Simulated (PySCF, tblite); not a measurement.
# C₇H₁₀NS+: geometry, infrared bands and NMR shifts

Aim: predict the infrared bands and NMR shifts of C₇H₁₀NS+ (`CSc1cccc([NH3+])c1`).

Programs: tblite 0.8.0 and PySCF 2.14.0, with density-fitted response routines of our own. Each step states its level of theory. These are calculated values for one molecule in the gas phase, unless marked as measured. Atoms count from 0, in the outputs and in this text.

## (1) The molecule as given

19 atoms, charge 1, multiplicity 1; geometry from: force field or distance geometry start.

Bonds of the start (Å): C0–S1 1.81, S1–C2 1.76, C2–C3 1.39, C3–C4 1.40, C4–C5 1.39, C5–C6 1.37, C6–N7 1.42, C6–C8 1.39, C8–C2 1.40, C0–H9 1.11, C0–H10 1.11, C0–H11 1.12, C3–H12 1.07, C4–H13 1.11, C5–H14 1.08, N7–H15 1.04, N7–H16 1.06, N7–H17 1.02, C8–H18 1.07.

## (2) Relaxing the molecule with GFN2-xTB

What the job is given:

```
{"job": {"kind": "relax", "xc": "GFN2-xTB", "basis": "xTB"}, "charge": 1, "multiplicity": 1}
C      3.602600    -0.733800    -0.453800
S      1.992400    -1.495500    -0.105900
C      0.641000    -0.367700    -0.118700
C      0.776200     0.987300    -0.398000
C     -0.358500     1.798800    -0.380900
C     -1.624300     1.284400    -0.126200
C     -1.728700    -0.054100     0.135100
N     -2.990500    -0.638700     0.421700
C     -0.627000    -0.894900     0.146400
H      4.127600    -0.451300     0.482300
H      3.400300     0.173700    -1.066000
H      4.266500    -1.470700    -0.976100
H      1.751200     1.393500    -0.587200
H     -0.230900     2.873300    -0.605500
H     -2.497700     1.926600    -0.120500
H     -3.625800    -0.343800    -0.347600
H     -2.857000    -1.693300     0.406600
H     -3.318500    -0.340900     1.345900
H     -0.708700    -1.943800     0.356000
```

Run with:

```bash
$ OMP_NUM_THREADS=1 python probes_run.py task.json out
```

This one command runs all jobs of the session in turn.

**Question.** This job is followed by: GFN2-xTB harmonic vibrations, gas phase; GIAO PBE0/pcSseg-1 NMR shielding, non-relativistic, gas phase. Predict these results of the whole session: strongest single infrared mode (GFN2-xTB); zero-point energy (GFN2-xTB); 13C shifts against TMS (PBE0/pcSseg-1); 1H shifts against TMS (PBE0/pcSseg-1, means over atoms taken as alike); 33S shifts against CS2 (PBE0/pcSseg-1); 15N shifts against NH3 (PBE0/pcSseg-1).

**Answer**, as computed:

| quantity | value |
| --- | --- |
| strongest single infrared mode (GFN2-xTB) | 1349 cm⁻¹, 280 km/mol |
| zero-point energy (GFN2-xTB) | 96.0 kcal/mol |
| 13C shifts against TMS (PBE0/pcSseg-1) | 161.7, 140.3, 133.8, 129.1, 121.9, 116.9, 19.2 ppm |
| 1H shifts against TMS (PBE0/pcSseg-1, means over atoms taken as alike) | 8.17, 7.67, 7.31, 7.13, 6.41, 2.77 ppm |
| 33S shifts against CS2 (PBE0/pcSseg-1) | 56 ppm |
| 15N shifts against NH3 (PBE0/pcSseg-1) | 73.5 ppm |

Relaxing lowered the energy by 0.384 eV in 65 steps; the close pair that moved most is C6–N7, from 1.420 to 1.488 Å. All 51 modes are real, so the xTB geometry is a minimum. The strongest single mode, at 1349 cm⁻¹, moves mainly H16, H15 and H17. GFN2-xTB is a fitted tight-binding method: band positions and strengths are rough. Its intensities can rank the bands wrongly. At PBE0/pcSseg-1: The widest tensor belongs to S1: span 409 ppm, with a paramagnetic part of -609 ppm. NICS(1)zz of -24 ppm above the planar ring from C2 marks a diatropic (aromatic) ring current. By nearest atom (PBE0/pcSseg-1), the HOMO sits on S1 58 %; C5 9 % and the LUMO on C6 23 %; C3 19 %.
